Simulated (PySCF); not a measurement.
# Br2: magnetic properties, part 2 of 2

PySCF 2.14.0. Atoms count from 0. The steps go on from the part before.

### Step 11. Magnetic properties: GIAO HSE06/aug-pcSseg-2

Job settings and geometry (Å):

```
{"job": {"kind": "mag", "xc": "HSE06", "basis": "aug-pcSseg-2"}, "charge": 0, "multiplicity": 1}
Br     1.140800     0.000458     0.004803
Br    -1.157916     0.016518    -0.014572
```

Method: GIAO HSE06/aug-pcSseg-2 magnetisability, rotational g tensor and spin-rotation constants, non-relativistic, gas phase.

What it wrote:

```text
coarse grid: 14664 points
cycle   1  E = -5147.7187714912  dE = -2.391e+00  |g| = 1.387e+00  |ddm| = 1.615e+00
cycle   2  E = -5147.7245604031  dE = -5.789e-03  |g| = 9.618e-01  |ddm| = 3.993e-01
cycle   3  E = -5147.7585909977  dE = -3.403e-02  |g| = 1.576e-01  |ddm| = 2.745e-01
cycle   4  E = -5147.7600080882  dE = -1.417e-03  |g| = 2.148e-02  |ddm| = 7.126e-02
cycle   5  E = -5147.7601244491  dE = -1.164e-04  |g| = 2.244e-03  |ddm| = 1.722e-02
cycle   6  E = -5147.7601252351  dE = -7.860e-07  |g| = 2.334e-04  |ddm| = 2.005e-03
final grid: 26152 points
cycle   7  E = -5147.7601187967  dE = -1.502e-08  |g| = 2.859e-04  |ddm| = 6.129e-04
cycle   8  E = -5147.7601187974  dE = -7.403e-10  |g| = 3.213e-04  |ddm| = 3.045e-04
cycle   9  E = -5147.7601188036  dE = -6.142e-09  |g| = 1.568e-05  |ddm| = 1.192e-04
cycle  10  E = -5147.7601188036  dE = -4.638e-11  |g| = 3.916e-06  |ddm| = 1.722e-05
converged SCF energy = -5147.7601188036

Magnetisability tensor (1e-30 J/T^2)
    -1089.37        1.53       -1.85
        1.53     -869.89        0.01
       -1.85        0.01     -869.89
isotropic -943.05   principal values   -1089.40   -869.88   -869.88
isotropic susceptibility -56.792 1e-6 cm^3/mol

Inertial axes            a          b          c
rot. const./GHz           -     2.4235     2.4235
chi total           -65.605    -52.385    -52.385
chi diamagnetic     -65.605   -453.767   -453.767
chi paramagnetic      0.000    401.382    401.382
quadrupole/D A        4.752     -2.376     -2.376
g nuclear                 -     0.4467     0.4467
g electronic              -    -0.4570    -0.4570
g total                   -    -0.0103    -0.0103

Spin-rotation constants (kHz, H = +C I.J)
atom  isotope        aa         bb         cc
  0   79Br            -      7.273      7.273
  1   79Br            -      7.273      7.273
```

It took 29 s on 1 thread of Arm Neoverse N1, shared host; peak memory 0.79 GiB.

Key values:

```
              quantity                value
       magnetisability      -943·10⁻³⁰ J/T²
  molar susceptibility   -56.8·10⁻⁶ cm³/mol
rotational g (a, b, c)  –, -0.0103, -0.0103
```

### Step 12. Magnetic properties: GIAO CAM-B3LYP/aug-pcSseg-2

Job settings and geometry (Å):

```
{"job": {"kind": "mag", "xc": "CAM-B3LYP", "basis": "aug-pcSseg-2"}, "charge": 0, "multiplicity": 1}
Br     1.140800     0.000458     0.004803
Br    -1.157916     0.016518    -0.014572
```

Method: GIAO CAM-B3LYP/aug-pcSseg-2 magnetisability, rotational g tensor and spin-rotation constants, non-relativistic, gas phase.

What it wrote:

```text
coarse grid: 14664 points
cycle   1  E = -5148.6084992891  dE = -2.414e+00  |g| = 1.394e+00  |ddm| = 1.615e+00
cycle   2  E = -5148.6196021968  dE = -1.110e-02  |g| = 9.446e-01  |ddm| = 4.134e-01
cycle   3  E = -5148.6538286227  dE = -3.423e-02  |g| = 1.412e-01  |ddm| = 2.562e-01
cycle   4  E = -5148.6547810853  dE = -9.525e-04  |g| = 3.538e-03  |ddm| = 4.026e-02
cycle   5  E = -5148.6547837881  dE = -2.703e-06  |g| = 1.168e-03  |ddm| = 4.154e-03
final grid: 26152 points
cycle   6  E = -5148.6548112240  dE = -1.961e-07  |g| = 1.077e-03  |ddm| = 1.628e-03
cycle   7  E = -5148.6548112827  dE = -5.871e-08  |g| = 1.028e-03  |ddm| = 1.243e-03
cycle   8  E = -5148.6548114358  dE = -1.531e-07  |g| = 6.439e-05  |ddm| = 5.333e-04
cycle   9  E = -5148.6548114364  dE = -5.684e-10  |g| = 1.021e-05  |ddm| = 3.767e-05
converged SCF energy = -5148.6548114364

Magnetisability tensor (1e-30 J/T^2)
    -1093.01        1.56       -1.88
        1.56     -869.47        0.01
       -1.88        0.01     -869.48
isotropic -943.98   principal values   -1093.03   -869.46   -869.46
isotropic susceptibility -56.848 1e-6 cm^3/mol

Inertial axes            a          b          c
rot. const./GHz           -     2.4235     2.4235
chi total           -65.824    -52.360    -52.360
chi diamagnetic     -65.824   -454.114   -454.114
chi paramagnetic      0.000    401.754    401.754
quadrupole/D A        4.607     -2.304     -2.304
g nuclear                 -     0.4467     0.4467
g electronic              -    -0.4574    -0.4574
g total                   -    -0.0107    -0.0107

Spin-rotation constants (kHz, H = +C I.J)
atom  isotope        aa         bb         cc
  0   79Br            -      7.370      7.370
  1   79Br            -      7.370      7.370
```

Run time: 21 s. Hardware: 1 thread of Arm Neoverse N1, shared host; peak memory 0.79 GiB.

Key values:

```
              quantity                value
       magnetisability      -944·10⁻³⁰ J/T²
  molar susceptibility   -56.8·10⁻⁶ cm³/mol
rotational g (a, b, c)  –, -0.0107, -0.0107
```

### Step 13. Magnetic properties: GIAO wB97X/aug-pcSseg-2

Job settings and geometry (Å):

```
{"job": {"kind": "mag", "xc": "wB97X", "basis": "aug-pcSseg-2"}, "charge": 0, "multiplicity": 1}
Br     1.140800     0.000458     0.004803
Br    -1.157916     0.016518    -0.014572
```

Method: GIAO wB97X/aug-pcSseg-2 magnetisability, rotational g tensor and spin-rotation constants, non-relativistic, gas phase.

What it wrote:

```text
coarse grid: 14664 points
cycle   1  E = -5148.4049294561  dE = -2.449e+00  |g| = 1.371e+00  |ddm| = 1.630e+00
cycle   2  E = -5148.4223173262  dE = -1.739e-02  |g| = 8.834e-01  |ddm| = 4.093e-01
cycle   3  E = -5148.4520421955  dE = -2.972e-02  |g| = 1.301e-01  |ddm| = 2.333e-01
cycle   4  E = -5148.4527458107  dE = -7.036e-04  |g| = 5.882e-03  |ddm| = 2.691e-02
cycle   5  E = -5148.4527576563  dE = -1.185e-05  |g| = 2.468e-03  |ddm| = 5.901e-03
cycle   6  E = -5148.4527600353  dE = -2.379e-06  |g| = 2.237e-04  |ddm| = 2.760e-03
final grid: 26152 points
cycle   7  E = -5148.4528173040  dE = -9.299e-08  |g| = 7.520e-04  |ddm| = 7.066e-04
cycle   8  E = -5148.4528173121  dE = -8.089e-09  |g| = 6.503e-04  |ddm| = 3.033e-04
cycle   9  E = -5148.4528173278  dE = -1.565e-08  |g| = 1.374e-05  |ddm| = 1.410e-04
cycle  10  E = -5148.4528173279  dE = -1.646e-10  |g| = 3.007e-06  |ddm| = 3.379e-05
converged SCF energy = -5148.4528173279

Magnetisability tensor (1e-30 J/T^2)
    -1090.64        1.48       -1.79
        1.48     -878.08        0.01
       -1.79        0.01     -878.08
isotropic -948.93   principal values   -1090.66   -878.07   -878.07
isotropic susceptibility -57.146 1e-6 cm^3/mol

Inertial axes            a          b          c
rot. const./GHz           -     2.4235     2.4235
chi total           -65.681    -52.879    -52.879
chi diamagnetic     -65.681   -453.822   -453.822
chi paramagnetic      0.000    400.943    400.943
quadrupole/D A        4.776     -2.388     -2.388
g nuclear                 -     0.4467     0.4467
g electronic              -    -0.4565    -0.4565
g total                   -    -0.0098    -0.0098

Spin-rotation constants (kHz, H = +C I.J)
atom  isotope        aa         bb         cc
  0   79Br            -      6.840      6.840
  1   79Br            -      6.840      6.840
```

Run time: 21 s. Hardware: 1 thread of Arm Neoverse N1, shared host; peak memory 0.75 GiB.

Key values:

```csv
quantity,value
magnetisability,-949·10⁻³⁰ J/T²
molar susceptibility,-57.1·10⁻⁶ cm³/mol
"rotational g (a, b, c)","–, -0.0098, -0.0098"
```

### Step 14. Magnetic properties: GIAO wB97X-D/aug-pcSseg-2

Job settings and geometry (Å):

```
{"job": {"kind": "mag", "xc": "wB97X-D", "basis": "aug-pcSseg-2"}, "charge": 0, "multiplicity": 1}
Br     1.140800     0.000458     0.004803
Br    -1.157916     0.016518    -0.014572
```

Method: GIAO wB97X-D/aug-pcSseg-2 magnetisability, rotational g tensor and spin-rotation constants, non-relativistic, gas phase.

What it wrote:

```text
coarse grid: 14664 points
cycle   1  E = -5148.4744849612  dE = -2.445e+00  |g| = 1.343e+00  |ddm| = 1.623e+00
cycle   2  E = -5148.4891125351  dE = -1.463e-02  |g| = 8.652e-01  |ddm| = 3.999e-01
cycle   3  E = -5148.5178519725  dE = -2.874e-02  |g| = 1.321e-01  |ddm| = 2.360e-01
cycle   4  E = -5148.5186107131  dE = -7.587e-04  |g| = 3.929e-03  |ddm| = 3.044e-02
cycle   5  E = -5148.5186161545  dE = -5.441e-06  |g| = 2.031e-03  |ddm| = 4.756e-03
final grid: 26152 points
cycle   6  E = -5148.5187433503  dE = -1.013e-06  |g| = 1.533e-03  |ddm| = 2.462e-03
cycle   7  E = -5148.5187435878  dE = -2.374e-07  |g| = 1.072e-03  |ddm| = 1.593e-03
cycle   8  E = -5148.5187437866  dE = -1.988e-07  |g| = 3.893e-05  |ddm| = 6.304e-04
cycle   9  E = -5148.5187437880  dE = -1.399e-09  |g| = 1.600e-05  |ddm| = 9.345e-05
cycle  10  E = -5148.5187437880  dE = -2.456e-11  |g| = 2.856e-06  |ddm| = 1.103e-05
converged SCF energy = -5148.5187437880

Magnetisability tensor (1e-30 J/T^2)
    -1087.20        1.50       -1.81
        1.50     -872.41        0.01
       -1.81        0.01     -872.41
isotropic -944.00   principal values   -1087.22   -872.40   -872.40
isotropic susceptibility -56.849 1e-6 cm^3/mol

Inertial axes            a          b          c
rot. const./GHz           -     2.4235     2.4235
chi total           -65.474    -52.537    -52.537
chi diamagnetic     -65.474   -453.603   -453.603
chi paramagnetic      0.000    401.066    401.066
quadrupole/D A        4.789     -2.394     -2.394
g nuclear                 -     0.4467     0.4467
g electronic              -    -0.4566    -0.4566
g total                   -    -0.0099    -0.0099

Spin-rotation constants (kHz, H = +C I.J)
atom  isotope        aa         bb         cc
  0   79Br            -      7.111      7.111
  1   79Br            -      7.111      7.111
```

Wall time 21 s (1 thread of Arm Neoverse N1, shared host); peak memory 0.74 GiB.

Key values:

```csv
quantity,value
magnetisability,-944·10⁻³⁰ J/T²
molar susceptibility,-56.8·10⁻⁶ cm³/mol
"rotational g (a, b, c)","–, -0.0099, -0.0099"
```

### Step 15. Magnetic properties side by side

```
                      level  ξ (10⁻³⁰ J/T²)  g(a)     g(b)  gap (eV)  functions  time
   GIAO revPBE/aug-pcSseg-2            -932     –  -0.0117      2.33        158  17 s
     GIAO PW91/aug-pcSseg-2            -930     –  -0.0119      2.28        158  17 s
    GIAO B3LYP/aug-pcSseg-2            -937     –  -0.0114      3.99        158  14 s
    GIAO X3LYP/aug-pcSseg-2            -939     –  -0.0114      4.13        158  14 s
     GIAO PBE0/aug-pcSseg-2            -943     –  -0.0101      4.49        158  14 s
 GIAO mPW1PW91/aug-pcSseg-2            -941     –  -0.0101      4.49        158  14 s
    GIAO B97-2/aug-pcSseg-2            -936     –  -0.0104      4.16        158  14 s
GIAO BHandHLYP/aug-pcSseg-2            -951     –  -0.0098      6.61        158  14 s
    GIAO HSE06/aug-pcSseg-2            -943     –  -0.0103      3.70        158  29 s
GIAO CAM-B3LYP/aug-pcSseg-2            -944     –  -0.0107      6.89        158  21 s
    GIAO wB97X/aug-pcSseg-2            -949     –  -0.0098      9.00        158  21 s
  GIAO wB97X-D/aug-pcSseg-2            -944     –  -0.0099      8.13        158  21 s
```

### Step 16. Results

This closing draws on all 2 parts.

| quantity | value |
| --- | --- |
| point group | Dinfh |
| rotational constants (main isotopes) | 2.42, 2.42 GHz |
| magnetisability (step 3, GIAO revPBE/aug-pcSseg-2) | -932·10⁻³⁰ J/T² |
| molar susceptibility (step 3, GIAO revPBE/aug-pcSseg-2) | -56.1·10⁻⁶ cm³/mol |
| rotational g (a, b, c) (step 3, GIAO revPBE/aug-pcSseg-2) | –, -0.0117, -0.0117 |
| magnetisability over the levels | -951 to -930·10⁻³⁰ J/T² |

In words: Over 3 steps the energy fell by 0.002 eV; of the close pairs, Br0–Br1 changed most, 2.281 to 2.299 Å. Steps that list no spin-orbit terms leave them out, which matters at and beside the heavy atoms. The magnetisability spreads by 2.3 % over 12 levels, from GIAO BHandHLYP/aug-pcSseg-2 (14 s) to GIAO PW91/aug-pcSseg-2 (17 s); the runs took 14 s to 29 s. Vibrational averaging and real surroundings are missing from these values.
